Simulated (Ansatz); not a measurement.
# WH (sextet): from Hartree-Fock to the top rungs at distance W1–H2 = 3.833 Å, def2-TZVP

An exercise on one series of results from a longer session: the logs are not shown, and one member is left open.

Computed with Ansatz 0.2.0, Gaussian basis. Level: def2-TZVP, core rule «outside noble gas», up to 4 orbitals frozen.

To be run: UHF; CCSD(T) on natural orbitals of UHF; CCSD(T) on UHF; CISD; CCSDT(Q) on natural orbitals of UHF; CCSDT(Q) on UHF; CASSCF and MRCISD+Q, 7 electrons in 7 orbitals; CASSCF and NEVPT2, 7 electrons in 7 orbitals.

13 further runs of the same task are left out: 1 for a known fault of the program, 12 that didn't finish.

## The geometry

The geometry derives from a PBE0/def2-TZVP stationary point (not a proven minimum). One bond is set to the value named and the two fragments are kept rigid. No spin-orbit coupling is included. Elements past krypton take def2 core potentials.

2 atoms, charge 0, spin multiplicity 6.

Atoms are counted from 1 here; the program's logs count them from 0.

No contacts short enough for the rule that draws bonds.

Set-up of the first run:

Input file in.yaml:

```yaml
crystal:
  periodic: [false, false, false]
  atoms:
    - {symbol: W, position_ang: [0.000000, 0.000000, 0.000000]}
    - {symbol: H, position_ang: [0.000000, 0.000000, 3.833000]}
basis:
  gaussian: {orbitals: def2-TZVP}
magnetization: {spin_polarized: true, initial_magnetization: 5}
hamiltonian: {xc: hf}
output: {orbitals: {seedname: orbitals}}
```

Launch:

```bash
> ansatz run in.yaml --threads 1 --pin off --events-out ev --progress --plain --max-ram 2816MiB --backend cpu
```

Among the steps run: UHF; CCSD(T) on natural orbitals of UHF; CCSD(T) on UHF; CISD; CCSDT(Q) on natural orbitals of UHF; CCSDT(Q) on UHF; CASSCF and MRCISD+Q, 7 electrons in 7 orbitals; CASSCF and NEVPT2, 7 electrons in 7 orbitals.

One of the session's tables, all rows but one given; the rest of the session is left out.

```
          method  from RCCSDT(Q) (meV)
             UHF                     ?
            RMP2                +586.7
            UMP2                +163.0
            CISD                +612.4
           RCCSD                 +71.5
           UCCSD                 -87.6
        RCCSD(T)                 +17.4
        UCCSD(T)                -112.5
          RCCSDT                  +6.6
          UCCSDT                -122.2
       RCCSDT(Q)                     0
       UCCSDT(Q)                -123.9
  CASSCF valence               +1927.6
  NEVPT2 valence                +601.9
  MRCISD valence                 +73.5
MRCISD+Q valence                  +1.3
```

Estimate the missing values for UHF.

The run gave: from RCCSDT(Q) (meV): +1794.6. In the column «from RCCSDT(Q) (meV)» it lies between CISD (+612.4) and CASSCF valence (+1927.6).

Left out of the table: ROHF (another determinant or state than the rows shown).

Limits of these values: The determinant is far from a pure spin state, so its energy mixes those of several spin states (harmless only where they are near-degenerate, as at dissociation). The report flags that the cluster equations may have other roots. The program flags RCCSD(T), RCCSDT(Q) as in doubt, so the zero of the table is itself unsure. Warnings: spin contamination; coupled cluster took another determinant than the lowest; large T1 diagnostic. Restricted and unrestricted rows rest on different reference determinants; where their highest levels disagree by more than a few hundredths of an eV, they describe different states and don't form one ladder.
